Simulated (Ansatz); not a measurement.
Wanted: the native input for an Ansatz 0.2.0 run.

* Task: single point
* Functional: PBEsol
* Potentials or basis: Ansatz PAW
* Cutoff: 420 eV (not typed: the program's choice for these potentials)
* k mesh: 10 × 10 × 2
* Occupations: fermi-dirac, width 0.05 eV
* Spin: no spin polarisation

The system is Ti3C2.

```
CELL_PARAMETERS angstrom
3.06660 0.00000 0.00000
-1.53330 2.65576 0.00000
0.00000 0.00000 15.11715
ATOMIC_POSITIONS crystal
Ti 0.98490 0.99381 0.50263
Ti 0.99866 0.99786 0.00062
Ti 0.34672 0.68207 0.65698
Ti 0.64529 0.31616 0.15800
Ti 0.65201 0.34257 0.34296
Ti 0.33545 0.67425 0.84442
C 0.35069 0.67262 0.08705
C 0.67152 0.32728 0.58825
C 0.33622 0.66392 0.41414
C 0.66796 0.31488 0.91247
```

The cell comes from a database or a generator and needn't be the stable form of this composition.

The cell isn't the ideal one: atoms moved at random, drawn with an rms of 0.05 Å.

These files were run (other wordings do the same):

input.yaml

```yaml
crystal:
  lattice:
    - [3.0666049652, 0.0, 0.0]
    - [-1.5333024826, 2.6557578032, 0.0]
    - [0.0, 0.0, 15.11715007]
  atoms:
    - { symbol: Ti, position: [-0.015095, -0.00619, 0.502634] }
    - { symbol: Ti, position: [-0.001336, -0.002141, 0.000624] }
    - { symbol: Ti, position: [0.346722, 0.682067, 0.656978] }
    - { symbol: Ti, position: [0.64529, 0.316155, 0.158001] }
    - { symbol: Ti, position: [0.652009, 0.342567, 0.342962] }
    - { symbol: Ti, position: [0.335447, 0.674252, 0.84442] }
    - { symbol: C, position: [0.350688, 0.672617, 0.08705] }
    - { symbol: C, position: [0.671523, 0.327285, 0.588246] }
    - { symbol: C, position: [0.336216, 0.663924, 0.414144] }
    - { symbol: C, position: [0.667956, 0.314884, 0.912471] }
hamiltonian:
  xc: pbesol
  pseudopotentials: { kind: paw }
kpoints:
  mp_grid: { grid: [10, 10, 2] }
scf:
  occupations: { method: fermi_dirac, width: 0.05 }
output:
  forces: true
  stress: true
  eigenvalues: true
  write_density: true
  write_potential: true
  elf: true
  volumetric_format: npy
```

Potentials or basis: Ansatz PAW.

Run with:

```sh
$ ansatz run input.yaml --threads 4 --pin off --max-ram 11264MiB --backend cpu --events-out ev --progress --plain --runs-dir out
```

Results of the run:

```json
{
 "Pressure": "-4.8 GPa",
 "Largest force": "1.228 eV/Å",
 "Band gap on the k mesh": "none (metal or under the smearing width)"
}
```

Caveat: the PAW data sets come from PBE, with cores solved anew for the run's functional, which leaves a small shift of forces and pressure.

Run time: 26 s on 4 threads of Arm Neoverse V2 (shared host), peak memory 0.79 GiB.
